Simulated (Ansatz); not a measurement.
The system is SiF.

```
Si F
1.0
     3.02860    0.00000    0.00000
     0.00000    3.02860    0.00000
     0.00000    0.00000    3.02860
Si F
1 1
Direct
  0.50000 0.50000 0.50000
  0.00000 0.00000 0.00000
```

The cell was built by a generator and needn't be a form met in nature.

```yaml
Program: Ansatz 0.2.0
Task: relaxation of cell and atoms
Functional: PBE0
Potentials_or_basis: Ansatz PAW
Cutoff: "420 eV (not typed: the program's choice for these potentials)"
k_mesh: 5 × 5 × 5
Occupations: fermi-dirac, width 0.05 eV
Spin: no spin polarisation
```

At the start: volume 13.89 Å³/atom.

**Question.** How do energy, volume and symmetry change on relaxing?

**Answer.** It ends after 6 steps and the volume is 13.53 Å³/atom (-2.6 %); space group Pm-3m (No. 221, to 0.05 Å).

Step by step:
| step | energy change (eV) | largest force (eV/Å) | volume (Å³) |
| --- | --- | --- | --- |
| 1 | 0.0000 | 0.0000 | 27.78 |
| 2 | -0.0055 | 0.0000 | 26.89 |
| 3 | -0.0056 | 0.0000 | 27.10 |
| 4 | -0.0048 | 0.0000 | 27.10 |
| 5 | -0.0049 | 0.0000 | 27.07 |
| 6 | -0.0049 | 0.0000 | 27.07 |

Final structure:
```cif
data_structure
_symmetry_space_group_name_H-M 'P 1'
_symmetry_Int_Tables_number 1
_cell_length_a 3.0024
_cell_length_b 3.0024
_cell_length_c 3.0024
_cell_angle_alpha 90.000
_cell_angle_beta 90.000
_cell_angle_gamma 90.000
_cell_volume 27.07
loop_
_atom_site_label
_atom_site_type_symbol
_atom_site_fract_x
_atom_site_fract_y
_atom_site_fract_z
_atom_site_occupancy
Si1 Si 0.50000 0.50000 0.50000 1
F1 F 0.00000 0.00000 0.00000 1
```

Caveat: the k mesh is coarse (spacing up to 0.41 Å⁻¹), so the values aren't converged, least of all with exact exchange; the plane-wave basis is chosen anew once the cell has moved, so the energies of steps on either side of that aren't comparable; an odd number of electrons without spin polarisation forces a metal; a magnetic or distorted state may lie lower; the PAW data sets come from PBE, with cores solved anew for the run's functional, which leaves a small shift of forces and pressure.
